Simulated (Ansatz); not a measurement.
# BH₄O₂Si radical: up Jacob's ladder to CCSD(T)

The task here is to estimate one member of a computed series from the others.

Computed with Ansatz 0.2.0, Gaussian basis. Level: functionals in def2-TZVPP, the program's frozen cores in correlated methods.

Plan: LDA (SPW92), PBE-D4, revPBE-D4, BLYP-D4, r2SCAN-D4, B97M-V, PBE0-D4, B3LYP-D4, r2SCANh-D4, r2SCAN0-D4, HSE06-D4, BHLYP-D4, CAM-B3LYP-D4, LC-ωPBE, ωB97X-V, ωB97M-V, B2PLYP, PBE-QIDH; CCSD(T)/def2-SVP; CCSD(T)/def2-TZVPP; CCSD(T)/def2-QZVPP; extrapolation to the limit; RPA on PBE.

### The geometry

The geometry comes from an earlier relaxation with PBE0-D4 in a triple-zeta def2 set; it is a stationary point, not always the lowest conformer.

SMILES `O[B]O[SiH3]`, 8 atoms, charge 0, spin multiplicity 2.

Atoms are counted from 1 here; the program's logs count them from 0.

Bond lengths: O1–B2 1.341 Å, O1–H5 0.968 Å, B2–O3 1.350 Å, O3–Si4 1.662 Å, Si4–H6 1.480 Å, Si4–H7 1.483 Å, Si4–H8 1.483 Å. Angles: B2–O1–H5 113.5°, O1–B2–O3 124.7°, B2–O3–Si4 128.6°, O3–Si4–H6 106.0°, O3–Si4–H7 110.1°, O3–Si4–H8 110.1°, H6–Si4–H7 110.2°, H6–Si4–H8 110.2°, H7–Si4–H8 110.0°.

Set-up of the first run:

Contents of in.yaml:

```yaml
crystal:
  periodic: [false, false, false]
  atoms:
    - {symbol: O, position_ang: [1.927006, 0.918975, -1.499101]}
    - {symbol: B, position_ang: [0.834516, 0.234687, -1.129427]}
    - {symbol: O, position_ang: [0.303134, 0.249049, 0.111746]}
    - {symbol: Si, position_ang: [-1.036444, -0.557761, 0.675539]}
    - {symbol: H, position_ang: [2.316206, 1.439751, -0.782584]}
    - {symbol: H, position_ang: [-1.182264, -0.165805, 2.095670]}
    - {symbol: H, position_ang: [-2.237478, -0.153728, -0.094183]}
    - {symbol: H, position_ang: [-0.832476, -2.022268, 0.566440]}
basis:
  gaussian: {orbitals: def2-TZVPP}
magnetization: {spin_polarized: true, initial_magnetization: 1}
hamiltonian: {xc: lda}
output: {orbitals: {seedname: orbitals}}
```

On the command line:

```
> ansatz run in.yaml --threads 2 --pin off --events-out ev --progress --plain --max-ram 32768MiB --backend cpu
```

Steps of the session up to this table: LDA; PBE-D4 (GGA); revPBE-D4 (GGA); BLYP-D4 (GGA); r2SCAN-D4 (meta-GGA); B97M-V (meta-GGA); B3LYP-D4 (hybrid); r2SCANh-D4 (hybrid); r2SCAN0-D4 (hybrid); HSE06-D4 (hybrid); BHLYP-D4 (hybrid); CAM-B3LYP-D4 (range-separated); LC-ωPBE (range-separated); ωB97X-V (range-separated); ωB97M-V (range-separated); B2PLYP (double hybrid); PBE-QIDH (double hybrid).

One of the session's tables, all rows but one given; the rest of the session is left out.

It belongs to the step «Orbital energies across the functionals». 

| functional | HOMO (eV) | LUMO (eV) | gap (eV) |
| --- | --- | --- | --- |
| LDA (SPW92) | -4.64 | -2.97 | 1.67 |
| PBE-D4 | -4.66 | -2.45 | 2.21 |
| revPBE-D4 | -4.63 | -2.28 | 2.35 |
| BLYP-D4 | -4.50 | -2.58 | 1.92 |
| r2SCAN-D4 | -5.03 | -1.83 | 3.20 |
| B97M-V | -4.74 | -2.78 | 1.96 |
| PBE0-D4 | -5.93 | -1.43 | 4.50 |
| B3LYP-D4 | -5.66 | -1.95 | 3.71 |
| r2SCANh-D4 | -5.50 | -1.54 | 3.96 |
| r2SCAN0-D4 | ? | ? | ? |
| HSE06-D4 | -5.52 | -1.81 | 3.71 |
| BHLYP-D4 | -7.08 | -0.76 | 6.33 |
| CAM-B3LYP-D4 | -7.26 | -0.72 | 6.54 |
| LC-ωPBE | -8.73 | 0.87 | 9.59 |
| ωB97X-V | -8.18 | 0.26 | 8.44 |
| ωB97M-V | -7.81 | 0.00 | 7.81 |

**Question.** Estimate the row for r2SCAN0-D4.

Worked estimate for «HOMO (eV)». Against the share of exact exchange, r2SCAN-D4 (0, -5.03), r2SCANh-D4 (0.1, -5.50) give a slope of -4.70 per unit share; at 0.25 the line stands at -6.20.

As computed: HOMO (eV): -6.21; LUMO (eV): -1.12; gap (eV): 5.09. In «HOMO (eV)» the line misses by +0.01.
